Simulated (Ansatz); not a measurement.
# HfIn4SiO6 (P312) in Ansatz: settings compared

The runs below take HfIn4SiO6 through elastic constants, projected density of states, with PBE, PBE+U.

Everything below comes from runs of Ansatz 0.2.0. Logs are shortened: lines on timing, memory, paths and dates and some standing lists are left out, and cuts for length are marked.

### Step 1. Starting point

Symmetry: P312, No. 149, trigonal system. The conventional cell has a = 5.277 Å, b = 5.277 Å, c = 10.559 Å, α = 90.00°, β = 90.00°, γ = 120.00°. Around Hf (site symmetry 32) lie 6 O at 2.10 Å. In (site symmetry 3) has 3 O at 2.62 Å as nearest neighbours. Around In (site symmetry 3) lie 3 O at 2.32 Å. Si (site symmetry 32) has 6 O at 1.83 Å as nearest neighbours. O (site symmetry 1) has 1 Si at 1.83 Å and 1 Hf at 2.10 Å as nearest neighbours.

The cell was built by a generator and needn't be a form met in nature.

### Step 2. Elastic constants, PBE

Contents of input.yaml:

```yaml
crystal:
  lattice:
    - [5.27743, 0.0, 0.0]
    - [-2.63872, 4.57039, 0.0]
    - [0.0, 0.0, 10.55905]
  atoms:
    - { symbol: Hf, position: [0.0, 0.0, 0.0] }
    - { symbol: In, position: [0.33333, 0.66667, 0.30446] }
    - { symbol: In, position: [0.33333, 0.66667, 0.69554] }
    - { symbol: In, position: [0.66667, 0.33333, 0.78919] }
    - { symbol: In, position: [0.66667, 0.33333, 0.21081] }
    - { symbol: Si, position: [0.33333, 0.66667, 0.0] }
    - { symbol: O, position: [0.30634, 0.37162, 0.89972] }
    - { symbol: O, position: [0.62838, 0.69366, 0.10028] }
    - { symbol: O, position: [0.62838, 0.93471, 0.89972] }
    - { symbol: O, position: [0.06529, 0.37162, 0.10028] }
    - { symbol: O, position: [0.06529, 0.69366, 0.89972] }
    - { symbol: O, position: [0.30634, 0.93471, 0.10028] }
hamiltonian:
  xc: pbe
  pseudopotentials: { kind: paw }
kpoints:
  mp_grid: { grid: [4, 4, 2] }
scf:
  occupations: { method: fermi_dirac, width: 0.05 }
output:
  forces: true
  stress: true
elastic:
  mode: relaxed_ion
  stencil: two_point
```

Potentials or basis: Ansatz PAW.

On the command line:

```console
$ ansatz run input.yaml --threads 8 --pin off --max-ram 20480MiB --backend cpu --events-out ev --progress --plain --runs-dir out
```

The log of the run:

```text
Warning: the atoms were moved onto the symmetric positions of the space group found under crystal.symmetry.tolerance 1.0e-5 (fractional; no operation is sought that the atoms, as they stand in a round, miss by more than twice it, and no atom is moved by as much as it), and the run uses the moved positions. Before a round's move an operation carried an atom to 7.48e-5 Å from where it should land, the largest such distance. Atom 1 (counting from 0) moved farthest, by 3.05e-5 Å; the longest move in fractions of the cell, of whichever atom, is 0.47 of the tolerance, in 1 round. To run the atoms as typed, lower crystal.symmetry.tolerance until the operations that they miss are no longer found, or set crystal.symmetry.detect: false (a key that needs symmetry detection or time reversal refuses this as the deck is read). The positions used, in the order of the run's atom list: position: [4.272540065069098e-17, -9.251929124621909e-18, 0.0]; position: [0.33333333333333337, 0.6666666666666667, 0.30446]; position: [0.33333333333333337, 0.6666666666666667, 0.69554]; position: [0.6666666666666666, 0.3333333333333333, 0.78919]; position: [0.6666666666666666, 0.3333333333333333, 0.21081]; position: [0.33333333333333337, 0.6666666666666667, 0.0]; position: [0.3063366666666667, 0.37162333333333325, 0.89972]; position: [0.6283766666666667, 0.6936633333333334, 0.10028]; position: [0.6283766666666667, 0.9347133333333334, 0.89972]; position: [0.0652866666666667, 0.37162333333333325, 0.10028]; position: [0.0652866666666667, 0.6936633333333334, 0.89972]; position: [0.3063366666666667, 0.9347133333333334, 0.10028]; The lattice was moved too: crystal.lattice keeps the space group found at crystal.symmetry.tolerance 1.0e-5 only nearly: the operation that it misses by the most changes a squared length by the fraction 2.19e-6. The run uses the lattice that is a stretch of the typed one, with no rotation, onto the one that keeps every operation to a double's rounding (on a very oblique basis the stretch itself rounds by more); the deck's lattice vector that moved farthest moved by 3.02e-6 Å. To run the lattice as typed, set crystal.symmetry.tolerance under 5.05e-7, the least fraction by which an operation that the lattice misses changes a squared length (the same key also sets how far an atom may lie from its image, so lowering it can lose operations that the atoms keep only within it), or set crystal.symmetry.detect: false, as for the atoms. crystal.lattice made exact, in Å and degrees: [[5.277430896802439, 2.886751346061088e-6, 0.0], [-2.63871794840122, 4.5703877799721315, 0.0], [0.0, 0.0, 10.55905]]. Pasted over the deck's crystal.lattice, beside positions in fractional coordinates, it runs the same cell (given as lengths and angles, that cell in the form's own orientation, a rigid turn of the misfit's size from the one run here, for which a checkpoint.post_process_only pass over this run's state can be refused: where this run relaxes nothing, give such a pass this deck's own crystal.lattice, as typed; behind a relaxation, as crystal.lattice, the state's own cell, identity.cell in its checkpoint.json), and a matrix so pasted ends this notice, except on a very skew basis of the lattice, where the rounding of the pasted numbers themselves can read as a misfit: the cell is then moved again, and that move is told again. The lattice as run is in this notice's lattice.as_run_ang field (Run.prep()["deck_notices"] in Python, the deck_notice line of an events file, deck_notices of ansatz run --dry-run=json, or deck_notices in record.json in the deck's checkpoint.write directory).
Warning: RAYON_NUM_THREADS=8 ignored (pool sized by the plan → 8); use --threads N
Engine: ansatz 0.2.0, x86_64-unknown-linux-gnu
Pseudopotentials: kind: paw
Pseudopotential: Hf, paw, valence charge 26, recommended cutoff 420 eV (normal), Hf.paw.azcp
Pseudopotential: In, paw, valence charge 13, recommended cutoff 420 eV (normal), In.paw.azcp
Pseudopotential: Si, paw, valence charge 4, recommended cutoff 420 eV (normal), Si.paw.azcp
Pseudopotential: O, paw, valence charge 6, recommended cutoff 420 eV (normal), O.paw.azcp
Functional definition: PBE
  parameter kappa = 0.804
  parameter beta = 0.06672455060314922
  exchange = pbe_x(kappa = kappa, mu = beta*pi^2/3)
  correlation = pbe_c(beta = beta)
Crystal: 12 atoms, lattice volume = 254.683 Å³
Basis set: ecut = 420 eV, 5021 PW (Γ), exchange–correlation on 72×72×144 points (8 copies of the dense FFT grid, shifted against one another)
Bands: 71, of which v1, the nominal top of the filled ones, is band 59 counted from 1 (58 counted from 0)
Symmetry: 6 space group operations
Space group: P312 (ITA 149), of the structure as read, at distance tolerance 6.3e-5 Å
k-points: 8 of 32 (time reversal used)
Non-local potential: Hf, projectors of the file, l = 0: 3, l = 1: 2, l = 2: 2, l = 3: 3
Non-local potential: In, projectors of the file, l = 0: 2, l = 1: 2, l = 2: 2, l = 3: 2
Non-local potential: Si, projectors of the file, l = 0: 2, l = 1: 2, l = 2: 2
Non-local potential: O, projectors of the file, l = 0: 2, l = 1: 2, l = 2: 1
PAW form: soft (Blöchl's): semilocal exchange-correlation on the pseudo side does not see the compensation charge
PAW one-centre angular grid: Hf, 590 points (default); XC on 64 Gauss nodes
PAW one-centre angular grid: In, 590 points (default); XC on 64 Gauss nodes
PAW one-centre angular grid: Si, 110 points (default); XC on 64 Gauss nodes
PAW one-centre angular grid: O, 110 points (default); XC on 64 Gauss nodes
Initial density: superposition of atomic densities (neutral atoms: chi_scale 0, normalization atom), corrected by the library's trained network
Initial wavefunctions: pseudopotential atomic-orbital guess
Functional: x = pbe(κ = 0.804, μ = 0.2195149727645171), c = pbe(β = 0.06672455060314922)
SCF iter   1: F=—  HF=-42159.928771 eV  |F-HF|=—  |Δ(HF+E_count)|=         —  Δρ=3.26e-3  dr2=3.80e-2  ethr=1.77e-3  ⟨swp⟩=6.1  Hψ=2284  notcnv=0  defer=7
preconditioner: auto → Resta (q_TF=auto, 2.400 Å⁻¹)  ε∞=4.1  [insulator: Δε(μ)=0.354 eV  Ē_g=13.966 eV  σ=0.050 eV  W_gap=0.90  n_scr=56 (ndim 8)  ℏωp=24.4 eV  f_vac=0.235  D(μ)=0.21/eV (n_scr^D=0)  ε∞_Penn≈4.1]
SCF iter   2: F=—  HF=-42159.926814 eV  |F-HF|=—  |Δ(HF+E_count)|=   1.96e-3  Δρ=1.76e-3  dr2=8.53e-3  ethr=3.22e-5  ⟨swp⟩=2.0  Hψ=1151  notcnv=0  defer=25
[... 852 lines left out ...]
  k-point 7: bands = ["-55.5758", "-24.4089", "-24.4066", "-24.4036", "-13.4493", "-12.4157", "-12.2686", "-11.9671", "-11.7193", "-11.4706", "-7.8233", "-7.8165", "-7.7705", "-7.7695", "-7.7109", "-7.6944", "-7.6888", "-7.6874", "-7.6790", "-7.6752", "-7.4975", "-7.4776", "-7.4518", "-7.4445", "-7.4345", "-7.4145", "-7.4079", "-7.4011", "-7.3938", "-7.3697", "-5.4374", "-5.4367", "-5.4322", "-5.4131", "-5.4068", "-5.3891", "-5.3779", "-1.7079", "-0.6004", "-0.2659", "0.2020", "0.5060", "0.6857", "1.1844", "1.4331", "1.7271", "2.0913", "2.3825", "2.9143", "3.0827", "3.3250", "3.4909", "3.6119", "3.7889", "4.0495", "4.2331", "4.3325", "4.8694", "5.5225", "7.4614", "7.8985", "9.1509", "9.6531", "9.8355", "9.9542", "10.2311", "10.8998", "11.3542", "11.6134", "11.8691", "12.0829"]
--- Elastic constants: 3 strain directions × 2 members + reference (group order 6) ---
  dense FFT box of the reference and of every strained cell: 36×36×72
  strains applied: 11, 33, 23; error gains: componentwise 1.00 (the most a stress slope's error grows in a printed constant), spectral 1.41 (1 for all six strains in a standard setting)
  reference relaxed by the batch: 6 steps; max|allowed force component| 6.41e-3 eV/Å at the deck's positions, 3.83e-5 at the last accepted step, 3.83e-5 by the solve of record
  largest displacement 1.6e-3 Å; the constants are those of the deck's cell at these positions:
  atoms:
    - { symbol: Hf, position: [4.272535545754371e-17, -9.250682003747467e-18, 1.6845398438873325e-21] }
    - { symbol: In, position: [0.33333333333333337, 0.6666666666666666, 0.30431210751552246] }
    - { symbol: In, position: [0.33333333333333337, 0.6666666666666666, 0.6956878924844775] }
    - { symbol: In, position: [0.6666666666666665, 0.33333333333333326, 0.7892386264946318] }
    - { symbol: In, position: [0.6666666666666665, 0.33333333333333326, 0.2107613735053679] }
    - { symbol: Si, position: [0.33333333333333337, 0.6666666666666666, 1.6845398438873998e-21] }
    - { symbol: O, position: [0.306236771911658, 0.37161062931656325, 0.899702587540381] }
    - { symbol: O, position: [0.6283893706834367, 0.6937632280883422, 0.1002974124596191] }
    - { symbol: O, position: [0.6283893706834366, 0.9346261425950946, 0.899702587540381] }
    - { symbol: O, position: [0.06537385740490538, 0.37161062931656325, 0.1002974124596191] }
    - { symbol: O, position: [0.06537385740490537, 0.693763228088342, 0.899702587540381] }
    - { symbol: O, position: [0.3062367719116581, 0.9346261425950949, 0.1002974124596191] }
  C = ∂σ_k/∂η_j (tension-positive GPa; Voigt order 11 22 33 23 13 12):
        93.880     42.564     -0.522      0.000      0.204      0.000
        42.564     93.880     -0.522     -0.000     -0.204     -0.000
        -0.559     -0.559      7.118     -0.000     -0.000      0.000
         0.000     -0.000     -0.000     -1.080      0.000     -0.209
         0.209     -0.209      0.000     -0.000     -1.080      0.000
         0.000      0.000     -0.000     -0.204      0.000     25.658
  reference stress σ⁰ (GPa):     -0.035     -0.035     -0.046     -0.000     -0.000     -0.000
  C* (energy form; C + prestress term) asymmetry max|C*_kj − C*_jk| = 4.702e-2 GPa — a small one proves nothing (zero by symmetry where the batch's group is 432, −43m or m−3m); a large one is finite-difference/SCF noise where every solve meets its electron count
  moduli (Voigt/Reuss/Hill, GPa): K = 30.87/6.35/18.61   G = 14.93/-3.17/5.88   E = 15.96   ν = 0.357
  mechanically stable: NO (min eigenvalue of sym C = -1.08 GPa)
  the cell is mechanically unstable, and its weakest contacts join parallel layers: if it is meant as a slab among its images, read the layer's verdict in place of the crystal's
  the layer in its plane, per area (N/m: the tensor there times 10.5590 Å, the cell's volume per area; the error gains are the tensor's), 1 along (1.000, 0.000, 0.000), 2 along (-0.000, 1.000, 0.000):
    C11 = 99.13   C22 = 99.13   C12 = 44.94   C66 = 27.09   C16 = 0.00   C26 = -0.00
  moduli of the layer (Voigt/Reuss/Hill, N/m): K = 72.04/72.04/72.04   G = 27.09/27.09/27.09   E = 78.75   ν = 0.453
  mechanically stable in its plane: yes (min eigenvalue of those constants = 27.09 N/m; a buckling out of the plane is not judged)
  strain η (Voigt 11):  stress-route row diagonal C_11 = 93.88 GPa, energy-path curvature d²(F+E_count+ΔE)/dδ²/Ω₀ = 93.48 GPa
         δ    σ_11 (GPa)             F (eV)   n_scf  n_hpsi   n_pw
    -2.000e-3      -0.2230      -42159.9295466      10   25943   5005   relax 10 steps, max|allowed force component| 4.66e-5 eV/Å
     2.000e-3       0.1525      -42159.9298001      10   26085   5021   relax 10 steps, max|allowed force component| 2.54e-5 eV/Å
  strain η (Voigt 33):  stress-route row diagonal C_33 = 7.12 GPa, energy-path curvature d²(F+E_count+ΔE)/dδ²/Ω₀ = 6.82 GPa
         δ    σ_33 (GPa)             F (eV)   n_scf  n_hpsi   n_pw
    -2.000e-3      -0.0605      -42159.9299625      10   10454   5009   relax 4 steps, max|allowed force component| 1.29e-5 eV/Å
     2.000e-3      -0.0320      -42159.9300354      10   10023   5028   relax 5 steps, max|allowed force component| 3.53e-5 eV/Å
  strain η (Voigt 23):  stress-route row diagonal C_44 = -1.08 GPa, energy-path curvature d²(F+E_count+ΔE)/dδ²/Ω₀ = -1.24 GPa
         δ    σ_23 (GPa)             F (eV)   n_scf  n_hpsi   n_pw
    -2.000e-3       0.0022      -42159.9302791      10   26124   5021   relax 9 steps, max|allowed force component| 2.69e-5 eV/Å
     2.000e-3      -0.0022      -42159.9302791      10   26020   5021   relax 10 steps, max|allowed force component| 4.06e-5 eV/Å
```

Run time: 2.1 min. Hardware: 8 threads of Intel Xeon 6975P-C (Granite Rapids), shared host; peak memory 1.3 GiB.

What came out:

| Property | Result |
| --- | --- |
| Free energy | -42159.9300 eV |
| Pressure | 0.0 GPa |
| Band gap on the k mesh | 0.35 eV, indirect (least direct gap 1.71 eV) |
| Voigt bulk modulus | 31 GPa |

Levels at points of the mesh, in eV from the valence-band top:
| k point | band 57 | band 58 | band 59 | band 60 | band 61 | band 62 |
| --- | --- | --- | --- | --- | --- | --- |
| (0.00, 0.00, 0.00) | -2.45 | -0.92 | 0.00 | 1.71 | 1.82 | 1.82 |
| (0.00, 0.00, -0.50) | -2.90 | -0.35 | -0.34 | 1.71 | 1.71 | 2.13 |
| (0.00, -0.50, 0.00) | -2.51 | -2.08 | -1.76 | 1.08 | 1.08 | 1.50 |
| (0.00, -0.50, -0.50) | -2.89 | -2.05 | -1.89 | 0.91 | 1.38 | 1.52 |

Elastic tensor in Voigt notation (GPa, in the Cartesian axes of the cell as first typed):
```
94 43 -1  0  0  0
43 94 -1  0  0  0
-1 -1  7  0  0  0
 0  0  0 -1  0  0
 0  0  0  0 -1  0
 0  0  0  0  0 26
```

Caveat: the elastic tensor has a negative eigenvalue, so either the cell is unstable as it stands or the mesh is too thin; the pressure holds a Pulay correction of +0.3 GPa for the finite cutoff; spin-orbit coupling is left out, which moves the levels of the heavy elements. A k mesh can miss the band edges.

### Step 3. Projected density of states, PBE+U

input.yaml: that of step 2 with these lines changed.

```diff
@@ -21,6 +21,8 @@
   pseudopotentials: { kind: paw }
+  hubbard: { sites: [{ species: Hf, l: d, u_eff: 2.0 }] }
 kpoints:
-  mp_grid: { grid: [4, 4, 2] }
+  mp_grid: { grid: [6, 6, 3] }
 scf:
   occupations: { method: fermi_dirac, width: 0.05 }
+  n_extra_bands: 30
 output:
@@ -28,4 +30,7 @@
   stress: true
-elastic:
-  mode: relaxed_ion
-  stencil: two_point
+  eigenvalues: true
+  dos: { projected: true, de: 0.05, nscf_kmesh: { grid: [9, 9, 5] } }
+  write_density: true
+  write_potential: true
+  elf: true
+  volumetric_format: npy
```

Potentials or basis: Ansatz PAW.

On the command line:

```console
$ ansatz run input.yaml --threads 8 --pin off --max-ram 20480MiB --backend cpu --events-out ev --progress --plain --runs-dir out
```

Run time: 13 s. Hardware: 8 threads of Intel Xeon 6975P-C (Granite Rapids), shared host; peak memory 2.4 GiB.

It converged, with:

```yaml
Free_energy: -42158.3123 eV
Pressure: 0.3 GPa
Largest_force: 0.120 eV/Å
Band_gap_on_the_k_mesh: none (metal or under the smearing width)
Density_of_states_at_the_Fermi_level: 0.00 states/eV per cell
```

Forces in eV/Å, atoms in the order of the input:
```
Hf   0.000  0.000  0.000
In   0.000  0.000 -0.007
In   0.000  0.000  0.007
In   0.000  0.000 -0.008
In   0.000  0.000  0.008
Si   0.000  0.000  0.000
O    0.046  0.103 -0.040
O   -0.066 -0.092  0.040
O   -0.112 -0.011 -0.040
O   -0.046  0.103  0.040
O    0.066 -0.092 -0.040
O    0.112 -0.011  0.040
```

Stress tensor (GPa, compression positive):
```
0.40 0.00 0.00
0.00 0.40 0.00
0.00 0.00 0.18
```

Levels at points of the mesh, in eV from the Fermi level:
| k point | band 55 | band 56 | band 57 | band 58 | band 59 | band 60 | band 61 | band 62 | band 63 | band 64 |
| --- | --- | --- | --- | --- | --- | --- | --- | --- | --- | --- |
| (0.00, 0.00, 0.00) | -2.91 | -2.91 | -2.44 | -0.91 | 0.01 | 1.77 | 1.82 | 1.82 | 2.01 | 2.01 |
| (0.00, -0.50, 0.00) | -3.01 | -2.98 | -2.49 | -2.06 | -1.75 | 1.08 | 1.10 | 1.51 | 2.13 | 2.54 |

States per cell in windows of 0.5 eV (zero at the Fermi level; states under -8 eV left out):
```tsv
from (eV)	total	O 2p	In 5p	Hf 5d	In 5s	O 2s	Si 3p
-8.0	1.59	0.95	0.08	0.10	0.32	0.02	0.08
-7.5	3.76	2.36	0.19	0.23	0.50	0.09	0.29
-7.0	3.37	2.11	0.20	0.14	0.53	0.09	0.21
-6.5	2.57	1.70	0.21	0.09	0.33	0.06	0.11
-6.0	2.68	1.88	0.22	0.10	0.26	0.04	0.06
-5.5	2.26	1.46	0.21	0.13	0.34	0.04	0.03
-5.0	4.01	3.10	0.27	0.21	0.22	0.06	0.02
-4.5	4.14	3.24	0.30	0.12	0.30	0.04	0.02
-4.0	4.96	4.01	0.25	0.20	0.36	0.03	0.01
-3.5	6.41	5.30	0.43	0.14	0.39	0.02	0.01
-3.0	1.97	1.16	0.31	0.02	0.44	0.01	0.00
-2.5	1.11	0.42	0.28	0.01	0.36	0.01	0.01
-2.0	1.68	0.49	0.56	0.02	0.56	0.03	0.01
-1.5	0.90	0.20	0.25	0.01	0.41	0.02	0.00
-1.0	0.47	0.09	0.10	0.00	0.26	0.01	0.00
-0.5	0.11	0.02	0.01	0.00	0.07	0.00	0.00
0.0	0.47	0.05	0.38	0.00	0.01	0.01	0.00
0.5	1.65	0.16	1.32	0.02	0.04	0.05	0.00
1.0	2.15	0.19	1.66	0.03	0.11	0.09	0.00
1.5	1.76	0.16	1.26	0.05	0.15	0.08	0.00
2.0	1.79	0.13	1.04	0.16	0.30	0.07	0.01
2.5	2.95	0.23	1.28	0.76	0.38	0.07	0.02
3.0	3.03	0.28	0.83	1.46	0.17	0.07	0.03
3.5	3.62	0.40	1.17	1.61	0.14	0.07	0.02
4.0	2.96	0.29	1.57	0.50	0.16	0.09	0.04
4.5	2.89	0.17	1.88	0.18	0.15	0.09	0.02
5.0	2.35	0.11	1.43	0.11	0.08	0.06	0.02
5.5	2.58	0.12	1.54	0.14	0.08	0.07	0.04
6.0	2.54	0.11	0.77	0.16	0.03	0.07	0.06
6.5	2.98	0.20	0.73	0.24	0.05	0.09	0.08
7.0	3.99	0.56	0.51	0.96	0.04	0.15	0.11
7.5	4.03	0.50	0.43	0.87	0.04	0.10	0.09
```

Eigenvalues of the final occupation matrices:
```tsv
site	spin	trace	eigenvalues
site 1	1	1.02	0.13 0.17 0.17 0.28 0.28
```

Caveat: the pressure holds a Pulay correction of +0.3 GPa for the finite cutoff; U without spin polarisation on a metal has little footing; the density of states is complete only up to the lowest level of the last band computed.

(Continued in part 2 of 2.)
